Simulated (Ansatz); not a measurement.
# Ti: squeezing one contact

One table from this session's results is given with a row withheld; the runs are named, their logs left out.

Program: Ansatz 0.2.0. Level of theory: DFT PBEsol, with the methods named in each step. These are calculated values, not measurements.

1 further run of the same task is left out (it didn't finish).

### The structure to begin with

Symmetry: Fd-3m, No. 227, cubic system. The conventional cell has a = 5.582 Å, b = 5.582 Å, c = 5.582 Å, α = 90.00°, β = 90.00°, γ = 90.00°. Ti (site symmetry -43m) is surrounded by 4 Ti at 2.42 Å.

Structure file:

```cif
data_structure
_symmetry_space_group_name_H-M 'P 1'
_symmetry_Int_Tables_number 1
_cell_length_a 3.9474
_cell_length_b 3.9474
_cell_length_c 3.9474
_cell_angle_alpha 60.000
_cell_angle_beta 60.000
_cell_angle_gamma 60.000
_cell_volume 43.49
loop_
_atom_site_label
_atom_site_type_symbol
_atom_site_fract_x
_atom_site_fract_y
_atom_site_fract_z
_atom_site_occupancy
Ti1 Ti 0.87500 0.87500 0.87500 1
Ti2 Ti 0.12500 0.12500 0.12500 1
```

Atoms are numbered in the order of the input: Ti1, Ti2.

Set-up of the first run:

Contents of input.yaml:

```yaml
crystal:
  lattice:
    - [0.0, 2.7912246522, 2.7912246522]
    - [2.7912246522, 0.0, 2.7912246522]
    - [2.7912246522, 2.7912246522, 0.0]
  atoms:
    - { symbol: Ti, position: [-0.125, -0.125, -0.125] }
    - { symbol: Ti, position: [0.125, 0.125, 0.125] }
kpoints:
  mp_grid: { grid: [9, 9, 9] }
scf:
  occupations: { method: fermi_dirac, width: 0.05 }
hamiltonian:
  xc: pbesol
  pseudopotentials: { kind: paw }
output:
  forces: true
  stress: true
  eigenvalues: true
  populations: true
```

Started as:

```console
ansatz run input.yaml --threads 1 --pin off --max-ram 2048MiB --backend cpu --events-out ev --progress --plain --runs-dir out
```

Steps of the session up to this table: Shortest bond scaled by 1, PAW; Shortest bond scaled by 1.1, PAW; Shortest bond scaled by 0.88, PAW; Shortest bond scaled by 0.76, PAW; Shortest bond scaled by 0.7, PAW; Shortest bond scaled by 0.7, PAW (source ansatz).

One of the session's tables, all rows but one given; the rest of the session is left out.

| method | length (Å) | F from the given length (eV/cell) | force along the bond (eV/Å) | pressure (GPa) | largest force (eV/Å) |
| --- | --- | --- | --- | --- | --- |
| PAW | 1.692 | 0.144 | 8.338 | 14.52 | 8.338 |
| PAW | 1.837 | ? | ? | ? | ? |
| PAW | 2.127 | -0.303 | -1.783 | -1.42 | 1.783 |
| PAW | 2.417 | 0.000 | 0.000 | -1.07 | 0.000 |
| PAW | 2.659 | -0.150 | 1.008 | -1.43 | 1.008 |
| PAW (source ansatz) | 1.692 | – | 8.881 | 15.63 | 8.881 |

Q: Estimate the row for PAW, 1.837 from the others.

The run gave: F from the given length (eV/cell): -0.513; force along the bond (eV/Å): 1.627; pressure (GPa): 3.59; largest force (eV/Å): 1.627.
